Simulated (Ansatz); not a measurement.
# Cl3H3OSiSn: a ladder of functionals and wavefunction methods

An exercise on one series of results from a longer session: the logs are not shown, and one member is left open.

The runs use Ansatz 0.2.0, Gaussian basis; functionals in def2-TZVPP, the program's frozen cores in correlated methods.

Levels to be run: LDA (SPW92), PBE-D4, revPBE-D4, BLYP-D4, r2SCAN-D4, B97M-V, PBE0-D4, B3LYP-D4, r2SCANh-D4, r2SCAN0-D4, HSE06-D4, BHLYP-D4, CAM-B3LYP-D4, LC-ωPBE, ωB97X-V, ωB97M-V, B2PLYP, PBE-QIDH; CCSD(T)/def2-SVP; MP2/def2-TZVPP; MP2/def2-QZVPP; RPA on PBE.

## The relaxed structure

An earlier PBE0-D4 in a triple-zeta def2 set relaxation fixed the geometry. Sn takes the def2 core potential; no spin-orbit term is included.

SMILES `[SiH3][O][Sn]([Cl])([Cl])[Cl]`, 9 atoms, charge 0, spin multiplicity 1.

Atoms are counted from 1 here; the program's logs count them from 0.

Bond lengths: Si1–O2 1.648 Å, Si1–H7 1.482 Å, Si1–H8 1.486 Å, Si1–H9 1.486 Å, O2–Sn3 1.917 Å, Sn3–Cl4 2.290 Å, Sn3–Cl5 2.282 Å, Sn3–Cl6 2.290 Å. Angles: O2–Si1–H7 107.2°, O2–Si1–H8 110.4°, O2–Si1–H9 110.4°, H7–Si1–H8 110.0°, H7–Si1–H9 110.0°, H8–Si1–H9 108.8°, Si1–O2–Sn3 137.1°, O2–Sn3–Cl4 109.4°, O2–Sn3–Cl5 107.3°, O2–Sn3–Cl6 109.4°, Cl4–Sn3–Cl5 110.5°, Cl4–Sn3–Cl6 109.7°, Cl5–Sn3–Cl6 110.5°.

The first run:

Input file in.yaml:

```yaml
crystal:
  periodic: [false, false, false]
  atoms:
    - {symbol: Si, position_ang: [0.243477, -1.457952, 0.896651]}
    - {symbol: O, position_ang: [0.730601, -0.195937, -0.045015]}
    - {symbol: Sn, position_ang: [-0.076245, 1.338703, -0.863344]}
    - {symbol: Cl, position_ang: [-1.714194, 0.655579, -2.311057]}
    - {symbol: Cl, position_ang: [1.569682, 2.452531, -1.984159]}
    - {symbol: Cl, position_ang: [-0.989332, 2.673572, 0.758339]}
    - {symbol: H, position_ang: [1.437116, -2.298380, 1.152952]}
    - {symbol: H, position_ang: [-0.798752, -2.253835, 0.197163]}
    - {symbol: H, position_ang: [-0.313951, -0.960581, 2.181472]}
basis:
  gaussian: {orbitals: def2-TZVPP}
hamiltonian: {xc: lda}
output: {orbitals: {seedname: orbitals}}
```

Started as:

```
$ ansatz run in.yaml --threads 4 --pin off --events-out ev --progress --plain --max-ram 11315MiB
```

Steps of the session up to this table: LDA; PBE-D4 (GGA); revPBE-D4 (GGA); BLYP-D4 (GGA); r2SCAN-D4 (meta-GGA); B97M-V (meta-GGA); PBE0-D4 (hybrid); B3LYP-D4 (hybrid); r2SCANh-D4 (hybrid); r2SCAN0-D4 (hybrid); HSE06-D4 (hybrid); BHLYP-D4 (hybrid); CAM-B3LYP-D4 (range-separated); LC-ωPBE (range-separated); ωB97X-V (range-separated); ωB97M-V (range-separated); B2PLYP (double hybrid); PBE-QIDH (double hybrid).

One of the session's tables, all rows but one given; the rest of the session is left out.

It belongs to the step «Frontier levels by functional». 

```
  functional  HOMO (eV)  LUMO (eV)  gap (eV)
 LDA (SPW92)      -7.78      -4.14      3.64
      PBE-D4      -7.69      -3.81      3.88
   revPBE-D4      -7.65      -3.70      3.95
     BLYP-D4      -7.60      -3.73      3.86
   r2SCAN-D4      -8.08      -3.64      4.44
      B97M-V      -8.17      -3.55      4.62
     PBE0-D4      -9.16      -2.90      6.26
    B3LYP-D4          ?          ?         ?
  r2SCANh-D4      -8.61      -3.30      5.31
  r2SCAN0-D4      -9.41      -2.79      6.62
    HSE06-D4      -8.75      -3.27      5.48
    BHLYP-D4     -10.56      -1.88      8.68
CAM-B3LYP-D4     -10.59      -1.87      8.72
     LC-ωPBE     -11.97      -0.62     11.35
     ωB97X-V     -11.63      -0.74     10.89
     ωB97M-V     -11.46      -0.84     10.62
```

**Question.** Estimate the row for B3LYP-D4.

Worked estimate for «HOMO (eV)». Against the share of exact exchange, BLYP-D4 (0, -7.60), BHLYP-D4 (0.5, -10.56) give a slope of -5.92 per unit share; at 0.2 the line stands at -8.78.

As computed: HOMO (eV): -8.94; LUMO (eV): -3.19; gap (eV): 5.75. In «HOMO (eV)» the line misses by +0.16.
